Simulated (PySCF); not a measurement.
**C11H14O3: electronic structure in real space**

Aim: take C11H14O3 and analyse its density (charges, bond critical points, surface potential) and localise its valence orbitals.

Computed with PySCF 2.14.0. Level: levels as typed in each script, gas phase, geometry from GFN2-xTB.

**1. Where the work starts**

SMILES `CC(C)(C)OC(=O)Oc1ccccc1`, 28 atoms, charge 0, spin multiplicity 1.

Bond lengths: C1–C2 1.528 Å, C1–H15 1.088 Å, C1–H16 1.086 Å, C1–H17 1.085 Å, C2–C3 1.527 Å, C2–C4 1.529 Å, C2–O5 1.453 Å, C3–H18 1.086 Å, C3–H19 1.087 Å, C3–H20 1.088 Å, C4–H21 1.087 Å, C4–H22 1.086 Å, C4–H23 1.088 Å, O5–C6 1.322 Å, C6–O7 1.199 Å, C6–O8 1.343 Å, O8–C9 1.399 Å, C9–C10 1.384 Å and more. Angles: C2–C1–H15 110.0°, C2–C1–H16 110.0°, C2–C1–H17 110.1°, H15–C1–H16 109.1°, H15–C1–H17 108.5°, H16–C1–H17 109.2°, C1–C2–C3 110.7°, C1–C2–C4 110.6°, C1–C2–O5 103.8°, C3–C2–C4 111.2°, C3–C2–O5 110.2°, C4–C2–O5 110.1°, C2–C3–H18 109.6°, C2–C3–H19 110.4°, C2–C3–H20 110.0°, H18–C3–H19 108.9°, H18–C3–H20 108.9°, H19–C3–H20 108.9° and more.

As a file:

```xyz
28
charge 0, multiplicity 1
C    -4.0297    0.0001   -1.0667
C    -2.9634   -0.0006    0.0280
C    -3.0707   -1.2601    0.8839
C    -3.0701    1.2612    0.8851
O    -1.7099   -0.0004   -0.7076
C    -0.5558   -0.0007   -0.0636
O    -0.3696   -0.0027    1.1205
O     0.4197    0.0020   -0.9863
C     1.7327    0.0015   -0.5044
C     2.3805    1.2048   -0.2838
C     3.6940    1.1984    0.1515
C     4.3506    0.0011    0.3687
C     3.6935   -1.1999    0.1504
C     2.3799   -1.2053   -0.2849
H    -3.9205    0.8833   -1.6920
H    -5.0194    0.0013   -0.6200
H    -3.9209   -0.8795   -1.6928
H    -4.0477   -1.2967    1.3576
H    -2.3049   -1.2605    1.6547
H    -2.9465   -2.1446    0.2628
H    -2.3043    1.2605    1.6558
H    -4.0470    1.2978    1.3587
H    -2.9455    2.1461    0.2648
H     1.8536    2.1313   -0.4526
H     4.2031    2.1345    0.3254
H     5.3742    0.0008    0.7121
H     4.2020   -2.1364    0.3235
H     1.8525   -2.1314   -0.4546
```

**2. Density, bond paths and surface potential (B3LYP/6-31g*)**

Contents of input.py:

```python
import numpy as np
from pyscf import gto, scf, dft
from pyscf.scf import atom_ks, atom_hf
from scipy.linalg import block_diag

def solve(mol, dm0=None, hcore=None):
    mf = (dft.UKS if mol.spin else dft.RKS)(mol, xc='b3lyp')
    mf.grids.level = 3
    mf = mf.density_fit(auxbasis='def2-universal-jkfit')
    mf.conv_tol, mf.max_cycle = 1e-8, 80
    if hcore is not None:
        mf.get_hcore = lambda *args: hcore
    mf.kernel(dm0)
    if not mf.converged:
        mf = mf.newton().run(mf.mo_coeff, mf.mo_occ, max_cycle=30)
    assert mf.converged, 'SCF not converged'
    return mf

mol = gto.M(atom='''
C     -4.02973     0.00009    -1.06674
C     -2.96339    -0.00061     0.02796
C     -3.07069    -1.26008     0.88390
C     -3.07008     1.26116     0.88506
O     -1.70987    -0.00037    -0.70763
C     -0.55580    -0.00070    -0.06357
O     -0.36963    -0.00273     1.12049
O      0.41972     0.00200    -0.98631
C      1.73273     0.00147    -0.50437
C      2.38051     1.20479    -0.28381
C      3.69405     1.19837     0.15148
C      4.35062     0.00106     0.36866
C      3.69346    -1.19991     0.15038
C      2.37992    -1.20529    -0.28491
H     -3.92046     0.88335    -1.69201
H     -5.01941     0.00127    -0.62001
H     -3.92088    -0.87949    -1.69282
H     -4.04768    -1.29667     1.35755
H     -2.30486    -1.26049     1.65467
H     -2.94654    -2.14455     0.26280
H     -2.30425     1.26049     1.65583
H     -4.04705     1.29779     1.35874
H     -2.94550     2.14613     0.26476
H      1.85355     2.13128    -0.45263
H      4.20305     2.13445     0.32544
H      5.37418     0.00083     0.71215
H      4.20201    -2.13640     0.32349
H      1.85252    -2.13137    -0.45459
''', basis='6-31g*', charge=0, spin=0, verbose=4)
mf = solve(mol)
mf.analyze()
# spherically averaged free atoms, for the promolecule
atm = atom_ks.get_atm_nrks(mol, xc='b3lyp')
pro = block_diag(*[(atm[a[0]][2] * atm[a[0]][3]) @ atm[a[0]][2].T for a in mol._atom])
np.savez('result.npz', e=mf.e_tot, c=mf.mo_coeff, occ=mf.mo_occ, eps=mf.mo_energy, pro=pro, dip=mf.dip_moment(verbose=0), s2=mf.spin_square()[0])
```

Launch:

```sh
> OMP_NUM_THREADS=1 python input.py
```

**4. Localised orbitals (CAM-B3LYP/6-31g*)**

Contents of input.py:

```python
import numpy as np
from pyscf import gto, scf, dft, lo
from pyscf.data.elements import chemcore

def solve(mol, dm0=None, hcore=None):
    mf = (dft.UKS if mol.spin else dft.RKS)(mol, xc='camb3lyp')
    mf.grids.level = 3
    mf = mf.density_fit(auxbasis='def2-universal-jkfit')
    mf.conv_tol, mf.max_cycle = 1e-8, 80
    if hcore is not None:
        mf.get_hcore = lambda *args: hcore
    mf.kernel(dm0)
    if not mf.converged:
        mf = mf.newton().run(mf.mo_coeff, mf.mo_occ, max_cycle=30)
    assert mf.converged, 'SCF not converged'
    return mf

mol = gto.M(atom='''
C     -4.02973     0.00009    -1.06674
C     -2.96339    -0.00061     0.02796
C     -3.07069    -1.26008     0.88390
C     -3.07008     1.26116     0.88506
O     -1.70987    -0.00037    -0.70763
C     -0.55580    -0.00070    -0.06357
O     -0.36963    -0.00273     1.12049
O      0.41972     0.00200    -0.98631
C      1.73273     0.00147    -0.50437
C      2.38051     1.20479    -0.28381
C      3.69405     1.19837     0.15148
C      4.35062     0.00106     0.36866
C      3.69346    -1.19991     0.15038
C      2.37992    -1.20529    -0.28491
H     -3.92046     0.88335    -1.69201
H     -5.01941     0.00127    -0.62001
H     -3.92088    -0.87949    -1.69282
H     -4.04768    -1.29667     1.35755
H     -2.30486    -1.26049     1.65467
H     -2.94654    -2.14455     0.26280
H     -2.30425     1.26049     1.65583
H     -4.04705     1.29779     1.35874
H     -2.94550     2.14613     0.26476
H      1.85355     2.13128    -0.45263
H      4.20305     2.13445     0.32544
H      5.37418     0.00083     0.71215
H      4.20201    -2.13640     0.32349
H      1.85252    -2.13137    -0.45459
''', basis='6-31g*', charge=0, spin=0, verbose=4)
mf = solve(mol)
occ_all = mf.mo_coeff[:, mf.mo_occ > 0]
occ = occ_all[:, chemcore(mol):]
loc = lo.ibo.ibo(mol, occ, iaos=lo.iao.iao(mol, occ_all))
fock, s = mf.get_fock(), mf.get_ovlp()
ortho = lo.orth_ao(mol, 'meta_lowdin')
ortho = lo.vec_lowdin(lo.iao.iao(mol, occ_all), s)
labels = lo.iao.reference_mol(mol).ao_labels(fmt=None)
vir = lo.vvo.livvo(mol, occ_all, mf.mo_coeff[:, mf.mo_occ == 0])
both = np.hstack([loc, vir])
p = (ortho.T @ s @ both) ** 2
pop = np.array([p[[l[0] == a for l in labels]].sum(0) for a in range(mol.natm)])
spd = np.array([[p[[l[0] == a and l[2][-1] == k for l in labels]].sum(0) for k in 'spd'] for a in range(mol.natm)])
eps = np.einsum('pi,pq,qi->i', both, fock, both)
for i in np.argsort(eps):
    top = np.argsort(-pop[:, i])[:3]
    print('%3d %s %9.4f Eh ' % (i + 1, 'occ' if i < loc.shape[1] else 'vir', eps[i]), '  '.join('%s%d %.3f' % (mol.atom_symbol(a), a + 1, pop[a, i]) for a in top))
np.savez('result.npz', c=both, nocc=loc.shape[1], pop=pop, spd=spd, eps=eps, e=mf.e_tot)
```

(Steps that only read results are left out.)

What does the calculation give? Wanted: dipole moment; HOMO, LUMO.

**Answer**, as computed:

```
                                                   quantity            value
                               dipole moment (B3LYP/6-31g*)           0.51 D
                                  HOMO, LUMO (B3LYP/6-31g*)  -6.75, -0.06 eV
localised occupied orbitals above −45 eV (CAM-B3LYP/6-31g*)               38
```

**Reading.** At B3LYP/6-31g*: The highest Hirshfeld charge is on C6 (+0.26 e), the lowest on O7 (−0.28 e). The geometry was not optimised at these levels.
